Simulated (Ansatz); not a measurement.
# NaF (Villiaumite): properties at the relaxed cell

One table from this session's results is given with a row withheld; the runs are named, their logs left out.

Method: DFT r2SCAN, scalar-relativistic, plane waves, PAW, in Ansatz 0.2.0.

1 further run of the same task is left out (set aside as unsound or not needed).

**The system as given**

Symmetry: Fm-3m, No. 225, cubic system. Conventional cell: a = 4.594 Å, b = 4.594 Å, c = 4.594 Å, α = 90.00°, β = 90.00°, γ = 90.00°. Around Na (site symmetry m-3m) lie 6 F at 2.30 Å. F (site symmetry m-3m) is surrounded by 6 Na at 2.30 Å.

Structure file:

```
CELL_PARAMETERS angstrom
0.00000 2.29707 2.29707
2.29707 0.00000 2.29707
2.29707 2.29707 0.00000
ATOMIC_POSITIONS crystal
Na 0.00000 0.00000 0.00000
F 0.50000 0.50000 0.50000
```

This cell was relaxed beforehand with the same method: volume 12.12 Å³/atom, gap on the mesh 7.28 eV.

Set-up of the first run:

Contents of input.yaml:

```yaml
crystal:
  lattice:
    - [0.0, 2.2970684078, 2.2970684078]
    - [2.2970684078, 0.0, 2.2970684078]
    - [2.2970684078, 2.2970684078, 0.0]
  atoms:
    - { symbol: Na, position: [0.0, 0.0, 0.0] }
    - { symbol: F, position: [0.5, 0.5, 0.5] }
basis:
  ecutwfc: 500
kpoints:
  mp_grid: { grid: [8, 8, 8] }
  band_path:
    path:
      - [[0.0, 0.0, 0.0], [0.5, 0.0, 0.5], [0.625, 0.25, 0.625]]
      - [[0.375, 0.375, 0.75], [0.0, 0.0, 0.0], [0.5, 0.5, 0.5], [0.5, 0.25, 0.75], [0.5, 0.0, 0.5]]
    npoints: 14
hamiltonian:
  xc: r2scan
scf:
  occupations: { method: gaussian, width: 0.02 }
  n_extra_bands: 6
output:
  forces: true
  stress: true
  eigenvalues: true
  populations: true
  dos: { projected: true, de: 0.02, nscf_kmesh: { grid: [12, 12, 12] } }
  bader: true
  write_density: true
  write_potential: true
  elf: true
  volumetric_format: npy
```

On the command line:

```sh
ansatz run input.yaml --threads 1 --pin off --max-ram 2560MiB --backend cpu --events-out ev --progress --plain --runs-dir out
```

Among the steps run: Static run: bands, density of states and charges; Seeking the band edges over the whole zone; Eigenvalues a small step from each edge; Point at V/V0 = 0.97; Point at V/V0 = 1.03; Point at V/V0 = 0.94; Volume × 1.06.

One of the session's tables, all rows but one given; the rest of the session is left out.

It belongs to the step «Energy against volume». 

| volume (Å³/atom) | energy above the lowest point (meV/atom) | pressure (GPa) | gap on the mesh (eV) |
| --- | --- | --- | --- |
| 11.393 | 8.4 | 3.90 | 7.66 |
| 11.757 | 2.0 | 1.79 | 7.46 |
| 12.121 | 0.0 | 0.01 | 7.28 |
| 12.484 | ? | ? | ? |
| 12.848 | 6.6 | -2.76 | 6.96 |

Q: Estimate the row for volume (Å³/atom) = 12.484 from the others.

Worked estimate for «energy above the lowest point (meV/atom)». A straight line through the neighbours (12.121, 0.0) and (12.848, 6.6) gives 0.0 + (6.6 − 0.0) × (12.484 − 12.121) / (12.848 − 12.121) = 3.3; a parabola fitted to 3 rows on both sides gives 1.5.

**Answer.** energy above the lowest point (meV/atom): 1.7; pressure (GPa): -1.49; gap on the mesh (eV): 7.11. In «energy above the lowest point (meV/atom)» the line misses by +1.6 and the parabola by -0.2.
